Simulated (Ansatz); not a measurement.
# wB97M-V/cc-pVDZ run of C2H2F4 (norflurane)

Aim: the electronic atomisation energy of C2H2F4 (norflurane) at wB97M-V/cc-pVDZ, from 4 runs. 

Program for the calculation: Ansatz 0.2.0.

46 further runs of the same task are left out: 1 that didn't finish, 45 set aside as unsound or not needed.

## Step 1: Starting point

C2H2F4: 8 atoms, total charge 0, spin state singlet. As SMILES, `FCC(F)(F)F`. The shape is that of a PBE0-D4/def2-TZVP optimisation.

Bond lengths: F1–C2 1.364 Å, C2–C3 1.514 Å, C3–F4 1.332 Å, C3–F5 1.339 Å, C3–F6 1.332 Å, C2–H7 1.092 Å, C2–H8 1.092 Å. Some angles: F1–C2–C3 109.8°, C2–C3–F4 111.9°, C2–C3–F5 108.9°, C2–C3–F6 111.9°, F4–C3–F5 108.1°, F4–C3–F6 107.9°, F5–C3–F6 108.1°, F1–C2–H7 109.7°, F1–C2–H8 109.7°, C3–C2–H7 108.6°.

## Step 2: A single-point energy at wB97M-V/cc-pVDZ

The input, in.yaml:

```yaml
crystal:
  periodic: [false, false, false]
  atoms:
    - {symbol: F, position_ang: [-0.224600, -1.506500, 0.915200]}
    - {symbol: C, position_ang: [-0.211200, -0.737800, -0.211700]}
    - {symbol: C, position_ang: [0.211200, 0.674300, 0.135500]}
    - {symbol: F, position_ang: [1.434400, 0.711300, 0.662400]}
    - {symbol: F, position_ang: [0.217100, 1.411800, -0.982100]}
    - {symbol: F, position_ang: [-0.624600, 1.243600, 1.002900]}
    - {symbol: H, position_ang: [0.502000, -1.148600, -0.930100]}
    - {symbol: H, position_ang: [-1.212300, -0.705100, -0.647900]}
basis:
  gaussian:
    orbitals: cc-pVDZ
hamiltonian:
  xc: {name: wB97M-V}
accuracy: high
output: {orbitals: {seedname: orbitals}}
```

Run with:

```console
$ ansatz run in.yaml --threads 1 --pin off --max-ram 3480MiB --events-out events.jsonl --progress --plain --runs-dir runs
```

Standard output:

```text
Warning: RAYON_NUM_THREADS=1 ignored (pool sized by the plan → 1); use --threads N
Functional definition: wB97M-V
  name "wB97M-V"
  parameter omega = 0.3/bohr
  parameter cx = 0.15
  parameter cx01 = 1.007
  parameter cx10 = 0.259
  parameter css00 = 0.443
  parameter css04 = -1.437
  parameter css10 = -4.535
  parameter css20 = -3.390
  parameter css43 = 4.278
  parameter cos00 = 1.000
  parameter cos10 = 1.358
  parameter cos20 = 2.924
  parameter cos21 = -8.812
  parameter cos60 = -1.390
  parameter cos61 = 9.142
  parameter b = 6.0
  parameter c = 0.01
  gx(w, u) = 1 - cx + cx01*u + cx10*w
  gss(w, u) = css00 + css04*u^4 + css10*w + css20*w^2 + css43*w^4*u^3
  gos(w, u) = cos00 + cos10*w + (cos20 + cos21*u)*w^2 + (cos60 + cos61*u)*w^6
  exchange = spin_sum(e_x_unif_sr(omega)*gx(b97_w, b97_u_x)) + cx*exact_x_sr(omega) + exact_x_lr(omega)
  correlation = spin_sum(e_c_pw_mod_same_spin*gss(b97_w, b97_u_same))
      + integral(e_c_pw_mod_opposite_spin*gos(b97_w_opposite, b97_u_opposite)) + vv10(b, c)
2143 factors; integrals over basis functions are off by at most 2.6e-9 eV
307 factors; integrals over basis functions are off by at most 2.3e-9 eV
mean field evaluation 1: about -12968.0528 eV, gradient 4.3e1 eV
mean field evaluation 2: about -12968.3780 eV, gradient 4.4e1 eV
mean field evaluation 4: about -12971.0999 eV, gradient 1.0e0 eV
mean field evaluation 8: about -12971.2603 eV, gradient 1.2e-1 eV
mean field evaluation 16: about -12971.2603 eV, gradient 1.6e-5 eV
mean field -12971.26029884 eV, -476.6850237463 hartree, gradient 1.9e-8 eV, S^2 0.000000; 0 other end points of the search recorded, 0 dependent functions left out
reference -12971.26030144 eV, -476.6850238419 hartree; 25, 25 occupied and 69, 69 virtual orbitals, 2143 factors
Total energy: -12971.26030144 eV, -476.6850238419 hartree
```

Wall time 88 s (1 thread of Arm Neoverse V1, shared host); peak memory 0.6 GiB.

## Step 3: The C atom at the same level

The input, molecule.yaml:

```yaml
crystal:
  periodic: [false, false, false]
  atoms:
    - {symbol: C, position_ang: [0.000000, 0.000000, 0.000000]}
basis:
  gaussian:
    orbitals: cc-pVDZ
magnetization:
  spin_polarized: true
  initial_magnetization: 2
hamiltonian:
  xc: {name: wB97M-V}
accuracy: high
```

Run with:

```console
$ ansatz run molecule.yaml --threads 1 --pin off --max-ram 3480MiB --events-out events.jsonl --progress --plain --runs-dir runs
```

Standard output, shortened:

```text
Warning: RAYON_NUM_THREADS=1 ignored (pool sized by the plan → 1); use --threads N
[... 2 set-up lines as earlier in the session ...]
[...]
  gx(w, u) = 1 - cx + cx01*u + cx10*w
  gss(w, u) = css00 + css04*u^4 + css10*w + css20*w^2 + css43*w^4*u^3
  gos(w, u) = cos00 + cos10*w + (cos20 + cos21*u)*w^2 + (cos60 + cos61*u)*w^6
[...]
      + integral(e_c_pw_mod_opposite_spin*gos(b97_w_opposite, b97_u_opposite)) + vv10(b, c)
96 factors; integrals over basis functions are off by at most 1.3e-9 eV
60 factors; integrals over basis functions are off by at most 6.3e-10 eV
[...]
mean field -1029.63570268 eV, -37.8384141614 hartree, gradient 1.9e-8 eV, S^2 2.001367; 0 other end points of the search recorded, 0 dependent functions left out
reference -1029.63570448 eV, -37.8384142276 hartree; 4, 2 occupied and 10, 12 virtual orbitals, 96 factors
Total energy: -1029.63570448 eV, -37.8384142276 hartree
```

It took 1.9 s on 1 thread of Arm Neoverse V1, shared host; peak memory 0.15 GiB.

## Step 4: The F atom

The input, in.yaml:

```yaml
crystal:
  periodic: [false, false, false]
  atoms:
    - {symbol: F, position_ang: [0.000000, 0.000000, 0.000000]}
basis:
  gaussian: {orbitals: cc-pVDZ}
accuracy: high
magnetization: {spin_polarized: true, initial_magnetization: 1}
hamiltonian: {xc: {name: wB97M-V}}
```

Run the same way, it converges to -99.70242 Eh (log not shown).

## Step 5: The H atom at the same level

The input, molecule.yaml:

```yaml
crystal:
  periodic: [false, false, false]
  atoms:
    - {symbol: H, position_ang: [0.000000, 0.000000, 0.000000]}
basis:
  gaussian: {orbitals: cc-pVDZ}
magnetization: {spin_polarized: true, initial_magnetization: 1}
hamiltonian: {xc: {name: wB97M-V}}
accuracy: high
```

Run with:

```console
$ ansatz run molecule.yaml --threads 1 --pin off --max-ram 3480MiB --events-out events.jsonl --progress --plain --runs-dir runs
```

Standard output, shortened:

```text
Warning: RAYON_NUM_THREADS=1 ignored (pool sized by the plan → 1); use --threads N
[... 2 set-up lines as earlier in the session ...]
[...]
  gx(w, u) = 1 - cx + cx01*u + cx10*w
  gss(w, u) = css00 + css04*u^4 + css10*w + css20*w^2 + css43*w^4*u^3
  gos(w, u) = cos00 + cos10*w + (cos20 + cos21*u)*w^2 + (cos60 + cos61*u)*w^6
[...]
      + integral(e_c_pw_mod_opposite_spin*gos(b97_w_opposite, b97_u_opposite)) + vv10(b, c)
15 factors; integrals over basis functions are off by at most 4.6e-8 eV
15 factors; integrals over basis functions are off by at most 1.0e-9 eV
[...]
mean field -13.38010900 eV, -0.4917099363 hartree, gradient 8.8e-9 eV, S^2 0.750000; 0 other end points of the search recorded, 0 dependent functions left out
reference -13.38011109 eV, -0.4917100131 hartree; 1, 0 occupied and 4, 5 virtual orbitals, 15 factors
Total energy: -13.38011109 eV, -0.4917100131 hartree
```

It took 0.64 s on 1 thread of Arm Neoverse V1, shared host; peak memory 0.1 GiB.

## Step 6: What came out

Level: wB97M-V/cc-pVDZ.

| quantity | value |
| --- | --- |
| molecule: total energy | -476.68502 Eh |
| molecule: HOMO energy | -12.51 eV |
| molecule: LUMO energy | 3.77 eV |
| molecule: HOMO–LUMO gap | 16.28 eV |
| C atom: total energy | -37.83841 Eh |
| C atom: ⟨S²⟩ | 2.001 |
| F atom: total energy | -99.70242 Eh |
| F atom: ⟨S²⟩ | 0.751 |
| H atom: total energy | -0.49171 Eh |
| H atom: ⟨S²⟩ | 0.750 |
| electronic atomisation energy | 33.064 eV |

Taking the molecule apart into free atoms costs 33.06 eV (3190 kJ/mol), before zero-point energy and without spin-orbit coupling.
